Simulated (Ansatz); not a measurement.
Write the native input for Ansatz 0.2.0 that does the following.

```
Task                : single point
Functional          : RPBE
Potentials or basis : all-electron LAPW, scalar-relativistic
Cutoff              : 174 eV (chosen from the basis error)
Basis error allowed : 0.001 eV/atom
k mesh              : 7 × 7 × 8
Occupations         : gaussian, width 0.02 eV
Spin                : no spin polarisation
```

Crystal: AlSn.

```
CELL_PARAMETERS angstrom
4.19811 0.00000 0.00000
-2.09905 3.63567 0.00000
0.00000 0.00000 3.30685
ATOMIC_POSITIONS crystal
Sn 0.33333 0.66667 0.50000
Al 0.00000 0.00000 0.00000
```

The cell comes from a database or a generator and needn't be the stable form of this composition.

The input as run:

input.yaml

```yaml
crystal:
  lattice:
    - [4.1981056157, 0.0, 0.0]
    - [-2.0990528078, 3.6356661109, 0.0]
    - [0.0, 0.0, 3.306847]
  atoms:
    - { symbol: Sn, position: [0.3333333333, 0.6666666667, 0.5] }
    - { symbol: Al, position: [0.0, 0.0, 0.0] }
kpoints:
  mp_grid: { grid: [7, 7, 8] }
scf:
  occupations: { method: gaussian, width: 0.02 }
hamiltonian:
  xc: rpbe
  pseudopotentials: { kind: all_electron, lapw: { basis_error: 0.001 } }
output:
  forces: true
  stress: true
  eigenvalues: true
```

Potentials or basis: all-electron LAPW, scalar-relativistic.

Launch:

```sh
$ ansatz run input.yaml --threads 1 --pin off --max-ram 3072MiB --backend cpu --events-out ev --progress --plain --runs-dir out
```

It gave:

* Pressure: 1.5 GPa
* Band gap on the k mesh: none (metal or under the smearing width)

Wall time 9.7 s on 1 thread of Intel(R) Xeon(R) Processor @ 2.70GHz, on a shared host, peak memory 0.29 GiB.
